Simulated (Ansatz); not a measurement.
# F4H10OSi5: the cost of one run

Method: r2SCAN-D4/def2-SVP; program: Ansatz 0.2.0, Gaussian basis.

**1. Starting geometry**

The start, a first-order saddle point found at PBE0-D4 in triple zeta: 20 atoms, charge 0, spin multiplicity 1.

Atoms are counted from 1 here; the program's logs count them from 0.

Bond lengths: Si1–F2 1.890 Å, Si1–F3 1.576 Å, Si1–F4 1.611 Å, Si1–F5 1.575 Å, Si1–O7 1.724 Å, H6–O7 1.165 Å, O7–Si8 1.724 Å, Si8–Si9 2.345 Å, Si8–Si10 2.341 Å, Si8–Si11 2.342 Å, Si9–H12 1.489 Å, Si9–H13 1.486 Å, Si9–H14 1.483 Å, Si10–H15 1.487 Å, Si10–H16 1.487 Å, Si10–H17 1.487 Å, Si11–H18 1.487 Å, Si11–H19 1.485 Å and more. Angles: F2–Si1–F3 88.5°, F2–Si1–F4 165.4°, F2–Si1–F5 88.6°, F2–Si1–O7 72.1°, F3–Si1–F4 98.9°, F3–Si1–F5 117.5°, F3–Si1–O7 118.5°, F4–Si1–F5 99.0°, F4–Si1–O7 93.2°, F5–Si1–O7 119.5°, Si1–O7–H6 82.9°, Si1–O7–Si8 136.0°, H6–O7–Si8 140.5°, O7–Si8–Si9 108.5°, O7–Si8–Si10 105.4°, O7–Si8–Si11 108.3°, Si9–Si8–Si10 110.9°, Si9–Si8–Si11 112.1° and more.

Geometry (Å):

```xyz
20
F4H10OSi5
Si   -1.5569    1.7527   -1.1602
F    -1.1203    3.1540    0.0301
F    -0.9466    2.6119   -2.3319
F    -1.6855    0.3409   -1.9256
F    -3.0753    1.9792   -0.8069
H    -0.5211    2.2123    0.4362
O    -0.4917    1.1180    0.0371
Si    0.3462   -0.3673    0.2883
Si   -1.1630   -2.1359   -0.0165
Si    1.1053   -0.2878    2.5018
Si    2.1350   -0.4658   -1.2207
H    -0.6852   -3.2611    0.8343
H    -2.5071   -1.7066    0.4484
H    -1.2103   -2.5787   -1.4306
H     1.9154    0.9393    2.7265
H    -0.0375   -0.3019    3.4525
H     1.9530   -1.4888    2.7238
H     3.0792    0.6595   -0.9879
H     1.6289   -0.4182   -2.6161
H     2.8376   -1.7557   -0.9825
```

**2. Dynamics**

Contents of md/in.yaml:

```yaml
crystal:
  periodic: [false, false, false]
  atoms:
    - {symbol: Si, position_ang: [-1.556902, 1.752676, -1.160201]}
    - {symbol: F, position_ang: [-1.120306, 3.154025, 0.030119]}
    - {symbol: F, position_ang: [-0.946624, 2.611907, -2.331887]}
    - {symbol: F, position_ang: [-1.685497, 0.340905, -1.925649]}
    - {symbol: F, position_ang: [-3.075297, 1.979177, -0.806858]}
    - {symbol: H, position_ang: [-0.521074, 2.212256, 0.436193]}
    - {symbol: O, position_ang: [-0.491673, 1.117961, 0.037093]}
    - {symbol: Si, position_ang: [0.346217, -0.367268, 0.288276]}
    - {symbol: Si, position_ang: [-1.163023, -2.135875, -0.016531]}
    - {symbol: Si, position_ang: [1.105306, -0.287812, 2.501787]}
    - {symbol: Si, position_ang: [2.135048, -0.465850, -1.220704]}
    - {symbol: H, position_ang: [-0.685219, -3.261052, 0.834279]}
    - {symbol: H, position_ang: [-2.507107, -1.706576, 0.448399]}
    - {symbol: H, position_ang: [-1.210338, -2.578658, -1.430635]}
    - {symbol: H, position_ang: [1.915445, 0.939307, 2.726521]}
    - {symbol: H, position_ang: [-0.037485, -0.301882, 3.452452]}
    - {symbol: H, position_ang: [1.952973, -1.488794, 2.723828]}
    - {symbol: H, position_ang: [3.079187, 0.659516, -0.987853]}
    - {symbol: H, position_ang: [1.628888, -0.418172, -2.616113]}
    - {symbol: H, position_ang: [2.837581, -1.755691, -0.982516]}
basis:
  gaussian: {orbitals: def2-SVP}
hamiltonian: {xc: r2scan, dispersion: d4}
md: {n_steps: 30, timestep: 1.0, temperature: 1500, ensemble: nve, seed: 174, initial_velocities: maxwell_boltzmann}
```

Command:

```console
ansatz run in.yaml --threads 4 --pin off --events-out ev --progress --plain --max-ram 66560MiB --backend cuda --devices 0, --max-vram 37GiB
```

**Question.** How long does this run take on 1 × a share of an NVIDIA H100 with 4 threads of AMD EPYC 7R13, shared host?

About 64 s.
